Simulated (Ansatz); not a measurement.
# MgZn2S3: the cost of one run

Method: DFT PBE, scalar-relativistic, plane waves, PAW, in Ansatz 0.2.0.

## Step 1: The starting structure

It takes space group P31m (No. 157, trigonal). The conventional cell has a = 6.649 Å, b = 6.649 Å, c = 6.120 Å, α = 90.00°, β = 90.00°, γ = 120.00°. Around Mg (site symmetry 3) lie 4 S at 2.33 to 2.35 Å. Around Zn (site symmetry m) lie 4 S at 2.33 to 2.35 Å. Around Zn (site symmetry 3m) lie 4 S at 2.33 to 2.35 Å. S (site symmetry 3m) is surrounded by 4 Zn at 2.33 to 2.35 Å. Around S (site symmetry 3) lie 3 Zn at 2.33 Å and 1 Mg at 2.35 Å. S (site symmetry m) has 2 Mg at 2.33 Å and 2 Zn at 2.33 to 2.35 Å as nearest neighbours.

Coordinates:

```cif
data_structure
_symmetry_space_group_name_H-M 'P 1'
_symmetry_Int_Tables_number 1
_cell_length_a 6.6487
_cell_length_b 6.6487
_cell_length_c 6.1198
_cell_angle_alpha 90.000
_cell_angle_beta 90.000
_cell_angle_gamma 120.000
_cell_volume 234.28
loop_
_atom_site_label
_atom_site_type_symbol
_atom_site_fract_x
_atom_site_fract_y
_atom_site_fract_z
_atom_site_occupancy
Mg1 Mg 0.66667 0.33333 0.99575 1
Mg2 Mg 0.33333 0.66667 0.99575 1
Zn1 Zn 0.33333 0.00000 0.49575 1
Zn2 Zn 0.00000 0.33333 0.49575 1
Zn3 Zn 0.66667 0.66667 0.49575 1
Zn4 Zn 0.00000 0.00000 0.99575 1
S1 S 0.00000 0.00000 0.37924 1
S2 S 0.66667 0.33333 0.37924 1
S3 S 0.33333 0.66667 0.37924 1
S4 S 0.33333 0.00000 0.87924 1
S5 S 0.00000 0.33333 0.87924 1
S6 S 0.66667 0.66667 0.87924 1
```

The start is an ordering of an alloy on its end members' structure types: elements ordered on the sites of the MgS type, Zn/Mg on Mg (P31m, No. 157).

## Step 2: Probe: one point on a coarse mesh

Input file input.yaml:

```yaml
crystal:
  lattice:
    - [6.64865775, 0.0, 0.0]
    - [-3.32432887, 5.75790651, 0.0]
    - [0.0, 0.0, 6.11978799]
  atoms:
    - { symbol: Mg, position: [0.66666667, 0.33333333, 0.99575484] }
    - { symbol: Mg, position: [0.33333333, 0.66666667, 0.99575484] }
    - { symbol: Zn, position: [0.33333333, 0.0, 0.49575484] }
    - { symbol: Zn, position: [0.0, 0.33333333, 0.49575484] }
    - { symbol: Zn, position: [0.66666667, 0.66666667, 0.49575484] }
    - { symbol: Zn, position: [0.0, 0.0, 0.99575484] }
    - { symbol: S, position: [0.0, 0.0, 0.37924415] }
    - { symbol: S, position: [0.66666667, 0.33333333, 0.37924415] }
    - { symbol: S, position: [0.33333333, 0.66666667, 0.37924415] }
    - { symbol: S, position: [0.33333333, 0.0, 0.87924415] }
    - { symbol: S, position: [0.0, 0.33333333, 0.87924415] }
    - { symbol: S, position: [0.66666667, 0.66666667, 0.87924415] }
basis:
  ecutwfc: 420
kpoints:
  mp_grid: { grid: [3, 3, 4] }
hamiltonian:
  xc: pbe
scf:
  occupations: { method: gaussian, width: 0.1 }
  lower_state_search: "off"
output:
  forces: true
  stress: true
  eigenvalues: true
```

Launch:

```
$ ansatz run input.yaml --threads 1 --pin off --max-ram 2560MiB --backend cpu --events-out ev --progress --plain --runs-dir out
```

What time and memory should one allow on 1 thread of Arm Neoverse V1, shared host?

About 15 s, with a peak of 0.45 GiB.
